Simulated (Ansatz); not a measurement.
# GaAs: the cost of one run

Computed with Ansatz 0.2.0 (reference: DFT PBE, plane waves, PAW, scalar-relativistic, no spin polarisation, unless a step's input says otherwise).

1 further run of the same task is left out (it didn't finish).

## 1. Starting point

The structure is cubic, space group F-43m (No. 216). The conventional cell has a = 5.599 Å, b = 5.599 Å, c = 5.599 Å, α = 90.00°, β = 90.00°, γ = 90.00°. Ga (site symmetry -43m) is surrounded by 4 As at 2.42 Å. As (site symmetry -43m) has 4 Ga at 2.42 Å as nearest neighbours.

Coordinates:

```
Ga As
1.0
     0.00000    2.79926    2.79926
     2.79926    0.00000    2.79926
     2.79926    2.79926    0.00000
Ga As
1 1
Direct
  0.00000 0.00000 0.00000
  0.25000 0.25000 0.25000
```

## 2. The reference run

input.yaml

```yaml
crystal:
  lattice:
    - [0.0, 2.799258, 2.799258]
    - [2.799258, 0.0, 2.799258]
    - [2.799258, 2.799258, 0.0]
  atoms:
    - { symbol: Ga, position: [0.0, 0.0, 0.0] }
    - { symbol: As, position: [0.25, 0.25, 0.25] }
  symmetry: { tolerance: 0.0003 }
kpoints:
  mp_grid: { grid: [6, 6, 6], shift: [0, 0, 0] }
magnetization:
  spin_polarized: false
scf:
  occupations: { method: fermi_dirac }
hamiltonian:
  pseudopotentials: { kind: paw }
  xc: pbe
basis:
  ecutwfc: 420
output:
  forces: true
  stress: true
  eigenvalues: true
  write_density: true
  write_potential: true
  elf: true
  volumetric_format: npy
```

Run with:

```bash
ansatz run input.yaml --threads 1 --pin off --max-ram 2560MiB --backend cpu --events-out ev --progress --plain --runs-dir out
```

Q: Estimate wall time and peak memory on 1 thread of Arm Neoverse V1, shared host.

About 1.9 s, with a peak of 0.3 GiB.
